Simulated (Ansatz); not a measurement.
This script drives the Ansatz DFT code, driven from Python.

The script reads `hfn.vasp`:
```text
HfN
1.0
   0.00000000    2.45482200    2.45482200
   2.45482200    0.00000000    2.45482200
   2.45482200    2.45482200    0.00000000
Hf N
1 1
Direct
   0.00000000    0.00000000    0.00000000
   0.75000000    0.75000000    0.75000000
```

Script `dfpt_hfn.py`:
```python
'''DFPT phonons of HfN.'''

from pathlib import Path

import ansatz as az
from ase.io import read
import numpy as np

atoms = read('hfn.vasp', format='vasp')
cell = az.Crystal.from_ase(atoms)

setup = (
    cell.calculation()
    .functional('pbesol')
    .pseudopotentials('paw')
    .accuracy('medium')
    .occupations('fermi_dirac', width=0.1)
    .mixing('anderson', preconditioner='none')
    .scf(max_iterations=200)
    .kpoints(12, 12, 12)
    .phonons('dfpt')
)
out = setup.run(threads=1, runs_dir='runs')
ph = out.phonons

print('Gamma modes (1/cm):', ' '.join(f'{w:.1f}' for w in ph.gamma_omega_inv_cm))
print('in meV:', ' '.join(f'{w * 0.1239842:.2f}' for w in ph.gamma_omega_inv_cm))
```

It is started by `python dfpt_hfn.py`. How long does it take on 1 thread of Arm Neoverse V1, on a shared host, and how much memory does it need?

It took about 40 s, with a peak of 0.71 GiB, for 1 run of the engine.

Output of `python dfpt_hfn.py`:
```text
DeckWarning: basis.ecutwfc = 420 eV, auto-derived from the records' recommended cutoffs: set by Hf (normal level)
Gamma modes (1/cm): 0.0 0.0 0.0 471.3 471.3 471.3
in meV: 0.00 0.00 0.00 58.43 58.43 58.43
```
(Warnings from the package without file and line.)

Caveats:
- The settings weren't tested for convergence.
- Spin is left out of this run.
- The cell isn't relaxed first, so the values belong to this volume.
- Spin-orbit coupling, which matters for elements this heavy, is left out.
- This cell is a computed structure, which may not be the phase found in nature.
- The structure is taken as given; imaginary modes can come from an unrelaxed or unstable start. Phonons of metals also depend on mesh and smearing.
